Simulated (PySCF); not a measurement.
# NaHg: bond curves at several levels of theory

Aim: find the lowest electronic state of NaHg, scan its bond at several levels of theory, and get bond length, wavenumber and dissociation energy from each curve.

The runs use PySCF 2.14.0; Na def2-SVP, Hg def2-SVP with ECP60, scalar-relativistic core potentials.

## 1. The job

Settings of the job:

```json
{
  "atoms": "Na, Hg",
  "charge": "0",
  "basis": "Na def2-SVP, Hg def2-SVP with ECP60",
  "Hamiltonian": "scalar-relativistic core potentials",
  "basis functions": "47",
  "electrons treated": "31",
  "masses in u": "22.9898, 201.9706",
  "levels": "PBE0, PBE, r²SCAN, BP86, BLYP, M06-2X, CAM-B3LYP, HF, MP2, SCS-MP2, CCSD, CCSD(T)",
  "grid": "80 radial by 434 angular points",
  "occupations": "held fixed by the projection of orbital angular momentum",
  "dissociation limit": "Na + Hg, each in its ground configuration",
  "starting distance in angstrom": "2.950",
  "values of 2S to try": "1, 3"
}
```

Launch:

```console
OMP_NUM_THREADS=1 python dia.py task.json out
```

The runs that follow: The PBE0 curve of the state that the search chose; Higher solutions at PBE0; PBE (GGA); r²SCAN; BP86; BLYP; M06-2X; CAM-B3LYP (range-separated hybrid); UHF; Correlated methods on the Hartree–Fock reference.

Before running it: what results should come out? Wanted: for each run, Re; ωe; De; μ.

**Answer**, as computed:

Lowest PBE0 solution found, without spin–orbit coupling: ²Σ⁺ (doublet), unpaired electrons σ ↑. State 3 has its PBE0 minimum 5.13 eV higher. The other levels ran on the lowest alone.

```
      level  Re (Å)  ωe (cm⁻¹)  De (eV)  μ (D)
    UHF-MP2   3.791       35.2    0.038    n/a
UHF-SCS-MP2   4.039       23.4    0.022    n/a
   UHF-CCSD   3.824       33.4    0.035    n/a
UHF-CCSD(T)   3.767       37.1    0.042    n/a
        PBE   3.492       58.7    0.098  -0.37
       BLYP   3.554       51.4    0.056  -0.39
       BP86   3.505       57.9    0.085  -0.49
     r²SCAN   3.452       59.7    0.115  -0.45
       PBE0   3.578       51.1    0.071  -0.26
     M06-2X   3.467       70.3    0.104  -0.35
  CAM-B3LYP   3.608       43.7    0.045  -0.22
```

De is counted to Na + Hg in their ground configurations. A positive dipole means Na(−)Hg(+). No constants: UHF (no minimum is bracketed among the points kept).

**Reading.** The methods spread over 0.587 Å in bond length, from r²SCAN to UHF-SCS-MP2. CCSD(T) can't serve as the judge here: for a weak bond in this basis it is far from its limit. Among the levels with a De in the table, it runs from 0.022 eV (UHF-SCS-MP2) to 0.115 eV (r²SCAN).

Correlated steps freeze 1 core orbital. Spin–orbit coupling is left out. The bond is weak, and basis-set superposition, which was not computed, may be a sizeable part of it. With spin–orbit coupling the term label itself may not hold.
